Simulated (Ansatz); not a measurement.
# In12Ga20As32: the cost of one run

Method: density functional theory in Ansatz 0.2.0, PAW datasets, plane waves.

## 1. The system as built

64 atoms (12 In, 20 Ga, 32 As); a = 11.645 Å, b = 11.645 Å, c = 11.645 Å, α = 90.00°, β = 90.00°, γ = 90.00°. All atoms were shaken off their sites by about 0.02 Å along each axis.

The runs, in order: (2) PBEsol cell relaxation at the single k point (¼, ¼, ¼), on 1 × NVIDIA H100 80GB HBM3 with 4 threads of AMD EPYC 7R13; (3) HSE06 single point at the Γ point alone, on 1 × NVIDIA H100 80GB HBM3 with 4 threads of AMD EPYC 7R13.

## 2. PBEsol relaxation of the cell and the positions

File in.yaml:

```yaml
crystal:
  lattice:
    - [11.644776, 0.000000, 0.000000]
    - [0.000000, 11.644776, 0.000000]
    - [0.000000, 0.000000, 11.644776]
  atoms:
    - { symbol: In, position: [0.001127, 0.998863, 0.998777] }
    - { symbol: In, position: [0.250656, 0.248558, 0.002851] }
    - { symbol: In, position: [0.752347, 0.248570, 0.001833] }
    - { symbol: In, position: [0.754187, 0.752644, 0.498673] }
    - { symbol: In, position: [0.250821, 0.501840, 0.252729] }
    - { symbol: In, position: [0.750293, 0.000208, 0.249594] }
    - { symbol: In, position: [0.749166, 0.498571, 0.751128] }
    - { symbol: In, position: [0.000314, 0.251004, 0.250332] }
    - { symbol: In, position: [0.999718, 0.251144, 0.752452] }
    - { symbol: In, position: [0.001289, 0.751525, 0.249541] }
    - { symbol: In, position: [0.500949, 0.247249, 0.749200] }
    - { symbol: In, position: [0.498633, 0.749108, 0.249393] }
    - { symbol: Ga, position: [0.003308, 0.999996, 0.499491] }
    - { symbol: Ga, position: [0.999554, 0.497782, 0.000499] }
    - { symbol: Ga, position: [0.998730, 0.498005, 0.502546] }
    - { symbol: Ga, position: [0.499382, 0.002184, 0.998513] }
    - { symbol: Ga, position: [0.499967, 0.001096, 0.501290] }
    - { symbol: Ga, position: [0.501376, 0.497507, 0.998256] }
    - { symbol: Ga, position: [0.498540, 0.500624, 0.502380] }
    - { symbol: Ga, position: [0.251023, 0.250328, 0.497033] }
    - { symbol: Ga, position: [0.253083, 0.749559, 0.000684] }
    - { symbol: Ga, position: [0.246436, 0.751476, 0.502263] }
    - { symbol: Ga, position: [0.749590, 0.252601, 0.501718] }
    - { symbol: Ga, position: [0.748222, 0.748574, 0.002808] }
    - { symbol: Ga, position: [0.249481, 0.999108, 0.248962] }
    - { symbol: Ga, position: [0.247921, 0.001637, 0.748480] }
    - { symbol: Ga, position: [0.250475, 0.497839, 0.750251] }
    - { symbol: Ga, position: [0.751658, 0.000506, 0.749881] }
    - { symbol: Ga, position: [0.751667, 0.499548, 0.246905] }
    - { symbol: Ga, position: [0.001001, 0.748790, 0.750926] }
    - { symbol: Ga, position: [0.498855, 0.248866, 0.251820] }
    - { symbol: Ga, position: [0.501335, 0.747983, 0.749353] }
    - { symbol: As, position: [0.122598, 0.127066, 0.121134] }
    - { symbol: As, position: [0.128152, 0.127569, 0.624148] }
    - { symbol: As, position: [0.125511, 0.624638, 0.124685] }
    - { symbol: As, position: [0.124777, 0.623481, 0.624872] }
    - { symbol: As, position: [0.625400, 0.129326, 0.124117] }
    - { symbol: As, position: [0.628224, 0.124514, 0.626857] }
    - { symbol: As, position: [0.623435, 0.625992, 0.124898] }
    - { symbol: As, position: [0.626622, 0.622051, 0.626424] }
    - { symbol: As, position: [0.372733, 0.376055, 0.122278] }
    - { symbol: As, position: [0.373646, 0.375804, 0.624963] }
    - { symbol: As, position: [0.375115, 0.874612, 0.127259] }
    - { symbol: As, position: [0.373013, 0.872014, 0.620610] }
    - { symbol: As, position: [0.877468, 0.374856, 0.128554] }
    - { symbol: As, position: [0.876777, 0.374814, 0.625849] }
    - { symbol: As, position: [0.876096, 0.876314, 0.126932] }
    - { symbol: As, position: [0.874406, 0.874717, 0.622934] }
    - { symbol: As, position: [0.378414, 0.126407, 0.369749] }
    - { symbol: As, position: [0.376351, 0.126310, 0.874501] }
    - { symbol: As, position: [0.376369, 0.626996, 0.374657] }
    - { symbol: As, position: [0.376672, 0.623732, 0.877499] }
    - { symbol: As, position: [0.873320, 0.125947, 0.372427] }
    - { symbol: As, position: [0.872064, 0.123956, 0.878674] }
    - { symbol: As, position: [0.872740, 0.621987, 0.375951] }
    - { symbol: As, position: [0.878543, 0.626588, 0.880372] }
    - { symbol: As, position: [0.123644, 0.371230, 0.376728] }
    - { symbol: As, position: [0.128794, 0.375953, 0.876339] }
    - { symbol: As, position: [0.124593, 0.873035, 0.376657] }
    - { symbol: As, position: [0.125734, 0.876999, 0.874820] }
    - { symbol: As, position: [0.623135, 0.372655, 0.375524] }
    - { symbol: As, position: [0.624026, 0.371830, 0.873576] }
    - { symbol: As, position: [0.624354, 0.871243, 0.372717] }
    - { symbol: As, position: [0.626138, 0.874645, 0.873372] }
  symmetry: { detect: false }
kpoints:
  mp_grid: { grid: [1, 1, 1], shift: [0.25, 0.25, 0.25] }
hamiltonian:
  xc: pbesol
scf:
  occupations: { method: fermi_dirac, width: 0.01 }
relax:
  f_tol: 0.03
  max_steps: 80
  escape_saddle: false
  adjacent_minimum: "off"
  cell: { fix: [shape] }
output:
  forces: true
  eigenvalues: true
  populations: true
```

Launch:

```bash
$ ansatz run in.yaml --threads 4 --pin off --max-ram 42750MiB --runs-dir r --events-out ev --progress --plain --backend cuda --devices 0, --max-vram 37GiB
```

Q: Estimate wall time and peak memory on 1 × NVIDIA H100 80GB HBM3 with 4 threads of AMD EPYC 7R13, shared host.

About 11 s, with a peak of 1.5 GiB on the host.
